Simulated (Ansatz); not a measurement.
# C₂H₆BF₃S: one species, many methods

The task here is to estimate one member of a computed series from the others.

Method: functionals in def2-TZVPP, the program's frozen cores in correlated methods; program: Ansatz 0.2.0, Gaussian basis.

Levels to be run: LDA (SPW92), PBE-D4, revPBE-D4, BLYP-D4, r2SCAN-D4, B97M-V, PBE0-D4, B3LYP-D4, r2SCANh-D4, r2SCAN0-D4, HSE06-D4, BHLYP-D4, CAM-B3LYP-D4, LC-ωPBE, ωB97X-V, ωB97M-V, B2PLYP, PBE-QIDH; CCSD(T)/def2-SVP; MP2/def2-TZVPP; MP2/def2-QZVPP; RPA on PBE.

## The geometry

All runs share one geometry, relaxed beforehand with PBE0-D4 in a triple-zeta def2 set.

SMILES `C[S+](C)[B-](F)(F)F`, 13 atoms, charge 0, spin multiplicity 1.

Atoms are counted from 1 here; the program's logs count them from 0.

Bond lengths: C1–S2 1.791 Å, C1–H8 1.090 Å, C1–H9 1.090 Å, C1–H10 1.089 Å, S2–C3 1.791 Å, S2–B4 2.151 Å, C3–H11 1.090 Å, C3–H12 1.090 Å, C3–H13 1.089 Å, B4–F5 1.353 Å, B4–F6 1.353 Å, B4–F7 1.360 Å. Angles: S2–C1–H8 106.7°, S2–C1–H9 109.8°, S2–C1–H10 109.9°, H8–C1–H9 109.5°, H8–C1–H10 109.6°, H9–C1–H10 111.1°, C1–S2–C3 101.3°, C1–S2–B4 99.7°, C3–S2–B4 99.8°, S2–C3–H11 106.7°, S2–C3–H12 109.8°, S2–C3–H13 109.9°, H11–C3–H12 109.5°, H11–C3–H13 109.6°, H12–C3–H13 111.1°, S2–B4–F5 102.1°, S2–B4–F6 102.0°, S2–B4–F7 102.9° and more.

As a file:

```xyz
13

C    -0.5301   -1.5049   -0.3964
S     0.2470    0.0310   -0.8912
C     1.6204    0.1135    0.2555
B    -1.0916    1.4332    0.0412
F    -0.4408    2.6059   -0.1362
F    -2.2266    1.2580   -0.6741
F    -1.1463    0.9925    1.3267
H    -1.4520   -1.5893   -0.9712
H    -0.7653   -1.4737    0.6670
H     0.1245   -2.3441   -0.6294
H     2.0975    1.0814    0.1044
H     1.2517    0.0447    1.2784
H     2.3321   -0.6829    0.0401
```

Set-up of the first run:

The input, in.yaml:

```yaml
crystal:
  periodic: [false, false, false]
  atoms:
    - {symbol: C, position_ang: [-0.530147, -1.504946, -0.396421]}
    - {symbol: S, position_ang: [0.246991, 0.031039, -0.891232]}
    - {symbol: C, position_ang: [1.620426, 0.113481, 0.255453]}
    - {symbol: B, position_ang: [-1.091630, 1.433158, 0.041234]}
    - {symbol: F, position_ang: [-0.440784, 2.605918, -0.136233]}
    - {symbol: F, position_ang: [-2.226605, 1.257991, -0.674126]}
    - {symbol: F, position_ang: [-1.146267, 0.992522, 1.326669]}
    - {symbol: H, position_ang: [-1.452012, -1.589300, -0.971161]}
    - {symbol: H, position_ang: [-0.765332, -1.473704, 0.667019]}
    - {symbol: H, position_ang: [0.124501, -2.344078, -0.629383]}
    - {symbol: H, position_ang: [2.097503, 1.081394, 0.104365]}
    - {symbol: H, position_ang: [1.251687, 0.044691, 1.278429]}
    - {symbol: H, position_ang: [2.332068, -0.682865, 0.040088]}
basis:
  gaussian: {orbitals: def2-TZVPP}
hamiltonian: {xc: lda}
output: {orbitals: {seedname: orbitals}}
```

Command:

```
$ ansatz run in.yaml --threads 4 --pin off --events-out ev --progress --plain --max-ram 11315MiB
```

Steps of the session up to this table: LDA; PBE-D4 (GGA); revPBE-D4 (GGA); BLYP-D4 (GGA); r2SCAN-D4 (meta-GGA); B97M-V (meta-GGA); PBE0-D4 (hybrid); B3LYP-D4 (hybrid); r2SCANh-D4 (hybrid); r2SCAN0-D4 (hybrid); HSE06-D4 (hybrid); BHLYP-D4 (hybrid); CAM-B3LYP-D4 (range-separated); LC-ωPBE (range-separated); ωB97X-V (range-separated); ωB97M-V (range-separated); B2PLYP (double hybrid); PBE-QIDH (double hybrid).

One of the session's tables, all rows but one given; the rest of the session is left out.

It belongs to the step «Frontier levels by functional». 

| functional | HOMO (eV) | gap (eV) |
| --- | --- | --- |
| LDA (SPW92) | -7.01 | 6.01 |
| PBE-D4 | -6.89 | 6.08 |
| revPBE-D4 | -6.83 | 6.11 |
| BLYP-D4 | -6.78 | 6.06 |
| r2SCAN-D4 | -7.16 | 6.67 |
| B97M-V | -7.27 | 6.72 |
| PBE0-D4 | -8.22 | 8.41 |
| B3LYP-D4 | -8.00 | 7.92 |
| r2SCANh-D4 | -7.65 | 7.53 |
| r2SCAN0-D4 | -8.39 | 8.80 |
| HSE06-D4 | -7.81 | 7.62 |
| BHLYP-D4 | -9.45 | 10.61 |
| CAM-B3LYP-D4 | -9.59 | 10.82 |
| LC-ωPBE | -10.90 | 13.42 |
| ωB97X-V | ? | ? |
| ωB97M-V | -10.39 | 12.48 |

**Question.** Estimate the row for ωB97X-V.

The run gave: HOMO (eV): -10.56; gap (eV): 12.91. In the column «HOMO (eV)» it lies between LC-ωPBE (-10.90) and ωB97M-V (-10.39).
